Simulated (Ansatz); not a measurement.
# F₃HSeSi: how energies converge with the basis set

One table from this session's results is given with a row withheld; the runs are named, their logs left out.

Program: Ansatz 0.2.0, Gaussian basis. Level of theory: one geometry, several basis sets. These are calculated values, not measurements.

The runs, in order: PBE0-D4/def2-SVP; ωB97M-V/def2-SVP; PBE0-D4/def2-QZVPP; ωB97M-V/def2-QZVPP; the functionals' def2-TZVPP values are taken from earlier runs.

## The relaxed structure

An earlier PBE0-D4 in a triple-zeta def2 set relaxation fixed the geometry.

SMILES `F[Si](F)(F)[SeH]`, 6 atoms, charge 0, spin multiplicity 1.

Atoms are counted from 1 here; the program's logs count them from 0.

Bond lengths: F1–Si2 1.574 Å, Si2–F3 1.573 Å, Si2–F4 1.574 Å, Si2–Se5 2.231 Å, Se5–H6 1.470 Å. Angles: F1–Si2–F3 108.4°, F1–Si2–F4 106.1°, F1–Si2–Se5 113.1°, F3–Si2–F4 108.4°, F3–Si2–Se5 107.6°, F4–Si2–Se5 113.1°, Si2–Se5–H6 90.7°.

The first run:

File in.yaml:

```yaml
crystal:
  periodic: [false, false, false]
  atoms:
    - {symbol: F, position_ang: [0.169080, -0.364802, 1.679753]}
    - {symbol: Si, position_ang: [0.203634, -0.463143, 0.109086]}
    - {symbol: F, position_ang: [-0.136157, -1.942910, -0.302694]}
    - {symbol: F, position_ang: [1.688435, -0.157442, -0.314868]}
    - {symbol: Se, position_ang: [-1.281768, 0.873244, -0.884383]}
    - {symbol: H, position_ang: [-0.643224, 2.055043, -0.286883]}
basis:
  gaussian: {orbitals: def2-SVP}
hamiltonian: {xc: pbe0, dispersion: d4}
output: {orbitals: {seedname: orbitals}}
```

On the command line:

```
> ansatz run in.yaml --threads 4 --pin off --events-out ev --progress --plain --max-ram 10444MiB
```

Among the steps run: PBE0-D4 in def2-SVP; ωB97M-V in def2-SVP; PBE0-D4 in def2-QZVPP; ωB97M-V in def2-QZVPP.

One table of the session follows, with a row left open; its other results are not shown here.

It belongs to the step «Functionals by basis». 

| functional | basis | HOMO (eV) | LUMO (eV) |
| --- | --- | --- | --- |
| PBE0-D4 | def2-SVP | ? | ? |
| PBE0-D4 | def2-TZVPP | -8.01 | -0.47 |
| PBE0-D4 | def2-QZVPP | -8.03 | -0.58 |
| ωB97M-V | def2-SVP | -10.07 | 1.78 |
| ωB97M-V | def2-TZVPP | -10.18 | 1.46 |
| ωB97M-V | def2-QZVPP | -10.21 | 1.09 |

Estimate the missing values for PBE0-D4, def2-SVP.

As computed: HOMO (eV): -7.91; LUMO (eV): -0.28. In the column «HOMO (eV)» it is the highest.
